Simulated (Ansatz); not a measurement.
Li, space group P2_13, an all-electron LAPW single point

Run with the Ansatz DFT code, driven from Python.

The script, `lapw_li.py`:
```python
import ansatz as az

crystal = (
    az.Lattice.of((4.45444, 0.0, 0.0), (0.0, 4.45444, 0.0), (0.0, 0.0, 4.45444))
    .atom("Li", (0.874568, 0.125432, 0.625432))
    .atom("Li", (0.374568, 0.374568, 0.374568))
    .atom("Li", (0.125432, 0.625432, 0.874568))
    .atom("Li", (0.625432, 0.874568, 0.125432))
)

calculation = (
    crystal.calculation()
    .functional("PBEsol")
    .kpoints(mesh=(5, 5, 5))
    .occupations("Gaussian")
    .scf(tolerance=1e-08)
    .pseudopotentials("all_electron", lapw=True)
)
def show(event):
    row = event["data"]
    if event["event"] == "scf_iter" and row.get("harris_foulkes_ev") is not None:
        print(f"  iteration {row['iter']:3d}  Harris-Foulkes {row['harris_foulkes_ev']:.5f} eV  residual {row['dr2_ev']:.2e}")


done = calculation.session().plan().execute(on_event=show)
r = done.report

for key in ("converged", "n_iterations", "n_electrons", "n_kpoints", "n_pw", "n_symmetry_ops", "free_energy_ev", "fermi_energy_ev"):
    print(f"{key:18s} {r[key]}")

print("doubts on the final state:", r["published_state_doubts"] or "none")
print("warnings:", sorted({n["data"]["kind"] for n in done.notices if n["data"].get("severity") in ("warning", "doubt")}) or "none")

errors = r["lapw_basis_errors"]
print(f"estimated basis error {1000 * errors['total_ev_per_atom']:.3f} meV/atom, target {1000 * errors['basis_error_target_ev_per_atom']:.3f}")
for sphere in errors["spheres"]:
    print(f"  {sphere['species']:2s} muffin-tin radius {sphere['muffin_tin_radius_ang']:.3f} A, core shells {sphere['core_shells']}")
```

Output of `python lapw_li.py`:
```text
  iteration   1  Harris-Foulkes -810.94106 eV  residual 9.49e-03
  iteration   2  Harris-Foulkes -810.93547 eV  residual 2.02e-03
  iteration   3  Harris-Foulkes -810.93444 eV  residual 1.16e-05
  iteration   4  Harris-Foulkes -810.93445 eV  residual 3.60e-08
  iteration   5  Harris-Foulkes -810.93445 eV  residual 9.03e-10
converged          True
n_iterations       5
n_electrons        12.0
n_kpoints          11
n_pw               251
n_symmetry_ops     12
free_energy_ev     -810.9344488730223
fermi_energy_ev    0.8306233163215289
doubts on the final state: none
warnings: none
estimated basis error 0.110 meV/atom, target 0.250
  Li muffin-tin radius 1.364 A, core shells 0
```

All-electron totals depend on functional, relativistic treatment and basis; only differences at equal settings carry meaning. The mesh is modest for a metal, so energies can be off by several to tens of meV an atom and pressures by half a GPa or more; differences at equal mesh fare better. Only differences from the Fermi energy are physical; the zero of the scale is a convention. Within a few hundredths of an angstrom the cell has the higher group P4_132; the lower one is a small distortion. This isn't the structure that Li takes at ambient conditions. The whole script took 1.3 s on 1 thread of Intel(R) Xeon(R) Platinum 8488C (Sapphire Rapids) (shared host), peak memory 0.28 GiB.

(Lines on the test bed's own set-up are left out of the output.)
